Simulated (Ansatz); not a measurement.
# Re: pressure up to the limit of the methods

An exercise on one series of results from a longer session: the logs are not shown, and one member is left open.

Computed with Ansatz 0.2.0 (DFT LDA, with the methods named in each step, unless a step's input says otherwise).

## The starting structure

It takes space group Im-3m (No. 229, cubic). The conventional cell has a = 3.061 Å, b = 3.061 Å, c = 3.061 Å, α = 90.00°, β = 90.00°, γ = 90.00°. Re (site symmetry m-3m) is surrounded by 8 Re at 2.65 Å.

As a file:

```cif
data_structure
_symmetry_space_group_name_H-M 'Im-3m'
_symmetry_Int_Tables_number 229
_cell_length_a 3.0605
_cell_length_b 3.0605
_cell_length_c 3.0605
_cell_angle_alpha 90.000
_cell_angle_beta 90.000
_cell_angle_gamma 90.000
_cell_volume 28.67
loop_
_atom_site_label
_atom_site_type_symbol
_atom_site_symmetry_multiplicity
_atom_site_Wyckoff_symbol
_atom_site_fract_x
_atom_site_fract_y
_atom_site_fract_z
_atom_site_occupancy
Re1 Re 2 a 0.00000 0.00000 0.00000 1
```

The file gives the conventional cell by its symmetry; the runs use the cell typed in the input.

Whether this phase is the stable one at these pressures isn't tested.

The first run:

input.yaml

```yaml
crystal:
  lattice:
    - [-1.5302737773, 1.5302737773, 1.5302737773]
    - [1.5302737773, -1.5302737773, 1.5302737773]
    - [1.5302737773, 1.5302737773, -1.5302737773]
  atoms:
    - { symbol: Re, position: [0.0, 0.0, 0.0] }
kpoints:
  mp_grid: { grid: [19, 19, 19] }
scf:
  occupations: { method: fermi_dirac, width: 0.1 }
hamiltonian:
  xc: lda
  pseudopotentials: { kind: paw }
output:
  forces: true
  stress: true
  write_density: true
  write_potential: true
  elf: true
  volumetric_format: npy
relax:
  f_tol: 0.005
  max_steps: 40
  cell: {}
```

Started as:

```sh
$ ansatz run input.yaml --threads 1 --pin off --max-ram 2048MiB --backend cpu --events-out ev --progress --plain --runs-dir out
```

Among the steps run: Cell relaxed at zero pressure, PAW; Volume scaled by 1, PAW; Volume scaled by 0.92, PAW; Volume scaled by 0.84, PAW; Volume scaled by 0.84, PAW (level accurate); Volume scaled by 0.76, PAW; Volume scaled by 0.68, PAW; Volume scaled by 0.6, PAW; Volume scaled by 0.52, PAW; Volume scaled by 0.45, PAW; Volume scaled by 0.45, PAW (cutoff 300 eV).

One table of the session follows, with a row left open; its other results are not shown here.

| method | volume over the first | volume (Å³/atom) | pressure (GPa) |
| --- | --- | --- | --- |
| PAW | 1 | 14.475 | 0.00 |
| PAW | 0.92 | 13.317 | 39.59 |
| PAW | 0.84 | 12.159 | 100.89 |
| PAW | 0.76 | 11.001 | 196.49 |
| PAW | 0.68 | ? | ? |
| PAW | 0.6 | 8.685 | 596.12 |
| PAW | 0.52 | 7.527 | 1022.30 |
| PAW | 0.45 | 6.514 | 1672.70 |
| PAW (cutoff 300 eV) | 0.45 | 6.514 | 1672.51 |
| PAW (level accurate) | 0.84 | 12.159 | 100.80 |

Estimate the missing values for PAW, 0.68.

The run gave: volume (Å³/atom): 9.843; pressure (GPa): 348.42. In the column «volume (Å³/atom)» it lies between PAW, 0.6 (8.685) and PAW, 0.76 (11.001).

Caveats from the session: At pressures up to 1673 GPa the PAW spheres may overlap and frozen cores may not hold, so those PAW values are rough without an all-electron check. Warnings in the runs' records: cutoff below recommended.
